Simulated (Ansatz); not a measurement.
**CH₅IOSi: one species, many methods**

An exercise on one series of results from a longer session: the logs are not shown, and one member is left open.

The runs use Ansatz 0.2.0, Gaussian basis; functionals in def2-TZVPP, the program's frozen cores in correlated methods.

Levels to be run: PBE-D4, r2SCAN-D4, PBE0-D4, B3LYP-D4, ωB97X-V, ωB97M-V, B2PLYP; CCSD(T)/def2-TZVPP; MP2/def2-QZVPP; extrapolation to the limit.

### The geometry

All runs share one geometry, relaxed beforehand with PBE0-D4 in a triple-zeta def2 set. I takes the def2 core potential; no spin-orbit term is included.

SMILES `C[SiH](O)I`, 9 atoms, charge 0, spin multiplicity 1.

Atoms are counted from 1 here; the program's logs count them from 0.

Bond lengths: C1–Si2 1.854 Å, C1–H5 1.092 Å, C1–H6 1.094 Å, C1–H7 1.092 Å, Si2–O3 1.638 Å, Si2–I4 2.460 Å, Si2–H8 1.478 Å, O3–H9 0.958 Å. Angles: Si2–C1–H5 110.3°, Si2–C1–H6 109.8°, Si2–C1–H7 111.2°, H5–C1–H6 108.7°, H5–C1–H7 108.1°, H6–C1–H7 108.7°, C1–Si2–O3 113.4°, C1–Si2–I4 107.8°, C1–Si2–H8 112.6°, O3–Si2–I4 109.6°, O3–Si2–H8 105.7°, I4–Si2–H8 107.6°, Si2–O3–H9 118.4°.

The first run:

File in.yaml:

```yaml
crystal:
  periodic: [false, false, false]
  atoms:
    - {symbol: C, position_ang: [-0.504452, 1.067792, -0.246074]}
    - {symbol: Si, position_ang: [-0.065808, -0.655362, 0.279945]}
    - {symbol: O, position_ang: [1.395945, -0.760592, 1.011791]}
    - {symbol: I, position_ang: [-0.091279, -2.081590, -1.724145]}
    - {symbol: H, position_ang: [-1.504583, 1.087216, -0.684715]}
    - {symbol: H, position_ang: [-0.489168, 1.734478, 0.620753]}
    - {symbol: H, position_ang: [0.200311, 1.445193, -0.990099]}
    - {symbol: H, position_ang: [-1.035492, -1.218534, 1.242212]}
    - {symbol: H, position_ang: [2.182927, -0.664800, 0.473132]}
basis:
  gaussian: {orbitals: def2-TZVPP}
hamiltonian: {xc: pbe, dispersion: d4}
output: {forces: true, orbitals: {seedname: orbitals}}
```

Launch:

```sh
$ ansatz run in.yaml --threads 4 --pin off --events-out ev --progress --plain --max-ram 10444MiB
```

Steps of the session up to this table: PBE-D4 (GGA); r2SCAN-D4 (meta-GGA); PBE0-D4 (hybrid); B3LYP-D4 (hybrid); ωB97X-V (range-separated); ωB97M-V (range-separated); B2PLYP (double hybrid); CCSD(T) in def2-TZVPP; MP2 in def2-QZVPP.

One table of the session follows, with a row left open; its other results are not shown here.

It belongs to the step «Atomisation energies». 

| method | atomisation energy (kJ/mol) |
| --- | --- |
| PBE-D4 | 3194.9 |
| r2SCAN-D4 | 3175.6 |
| PBE0-D4 | 3154.4 |
| B3LYP-D4 | 3153.9 |
| ωB97X-V | 3173.9 |
| ωB97M-V | 3170.3 |
| B2PLYP | 3127.4 |
| HF/def2-TZVPP | 2340.7 |
| MP2/def2-TZVPP | 3147.5 |
| CCSD/def2-TZVPP | ? |
| CCSD(T)/def2-TZVPP | 3092.6 |
| MP2/CBS | 3243.3 |
| CCSD(T)/CBS | 3188.5 |

Estimate the missing values for CCSD/def2-TZVPP.

As computed: atomisation energy (kJ/mol): 3049.3. In the column «atomisation energy (kJ/mol)» it lies between HF/def2-TZVPP (2340.7) and CCSD(T)/def2-TZVPP (3092.6).
